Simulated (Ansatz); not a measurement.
**CSe: a ladder of functionals and wavefunction methods**

One table from this session's results is given with a row withheld; the runs are named, their logs left out.

Computed with Ansatz 0.2.0, Gaussian basis. Level: functionals in def2-TZVPP, the program's frozen cores in correlated methods.

Plan: LDA (SPW92), PBE-D4, revPBE-D4, BLYP-D4, r2SCAN-D4, B97M-V, PBE0-D4, B3LYP-D4, r2SCANh-D4, r2SCAN0-D4, HSE06-D4, BHLYP-D4, CAM-B3LYP-D4, LC-ωPBE, ωB97X-V, ωB97M-V, B2PLYP, PBE-QIDH; CCSD(T)/def2-SVP; CCSD(T)/def2-TZVPP; CCSD(T)/def2-QZVPP; extrapolation to the limit; RPA on PBE.

### The geometry

The geometry comes from an earlier relaxation with PBE0-D4 in a triple-zeta def2 set; it is a stationary point.

SMILES `[C-]#[Se+]`, 2 atoms, charge 0, spin multiplicity 1.

Atoms are counted from 1 here; the program's logs count them from 0.

Bond lengths: C1–Se2 1.671 Å.

Geometry (Å):

```
atom    x (Å)    y (Å)    z (Å)
  C1  -0.7097   0.2566  -0.3589
 Se2   0.7097  -0.2566   0.3589
```

Set-up of the first run:

in.yaml

```yaml
crystal:
  periodic: [false, false, false]
  atoms:
    - {symbol: C, position_ang: [-0.709713, 0.256590, -0.358863]}
    - {symbol: Se, position_ang: [0.709713, -0.256590, 0.358863]}
basis:
  gaussian: {orbitals: def2-TZVPP}
hamiltonian: {xc: lda}
output: {orbitals: {seedname: orbitals}}
```

Started as:

```sh
$ ansatz run in.yaml --threads 2 --pin off --events-out ev --progress --plain --max-ram 32768MiB --backend cpu
```

Steps of the session up to this table: LDA; PBE-D4 (GGA); revPBE-D4 (GGA); BLYP-D4 (GGA); r2SCAN-D4 (meta-GGA); B97M-V (meta-GGA); PBE0-D4 (hybrid); B3LYP-D4 (hybrid); r2SCANh-D4 (hybrid); r2SCAN0-D4 (hybrid); HSE06-D4 (hybrid); BHLYP-D4 (hybrid); CAM-B3LYP-D4 (range-separated); LC-ωPBE (range-separated); ωB97X-V (range-separated); ωB97M-V (range-separated); B2PLYP (double hybrid); PBE-QIDH (double hybrid).

One table of the session follows, with a row left open; its other results are not shown here.

It belongs to the step «Orbital energies across the functionals». 

| functional | HOMO (eV) | LUMO (eV) | gap (eV) |
| --- | --- | --- | --- |
| LDA (SPW92) | -7.19 | -3.67 | 3.52 |
| PBE-D4 | -7.08 | -3.46 | 3.62 |
| revPBE-D4 | -7.05 | -3.39 | 3.66 |
| BLYP-D4 | -6.98 | -3.33 | 3.65 |
| r2SCAN-D4 | -7.45 | -3.35 | 4.10 |
| B97M-V | -7.57 | -3.22 | 4.35 |
| PBE0-D4 | -8.55 | -2.52 | 6.04 |
| B3LYP-D4 | -8.32 | -2.74 | 5.58 |
| r2SCANh-D4 | -7.99 | -2.99 | 5.00 |
| r2SCAN0-D4 | -8.80 | -2.45 | 6.35 |
| HSE06-D4 | -8.15 | -2.91 | 5.24 |
| BHLYP-D4 | -9.97 | -1.45 | 8.51 |
| CAM-B3LYP-D4 | -10.01 | -1.36 | 8.65 |
| LC-ωPBE | -11.42 | -0.22 | 11.20 |
| ωB97X-V | ? | ? | ? |
| ωB97M-V | -10.89 | -0.29 | 10.60 |

**Question.** Estimate the row for ωB97X-V.

The run gave: HOMO (eV): -11.05; LUMO (eV): -0.26; gap (eV): 10.79. In the column «HOMO (eV)» it lies between LC-ωPBE (-11.42) and ωB97M-V (-10.89).
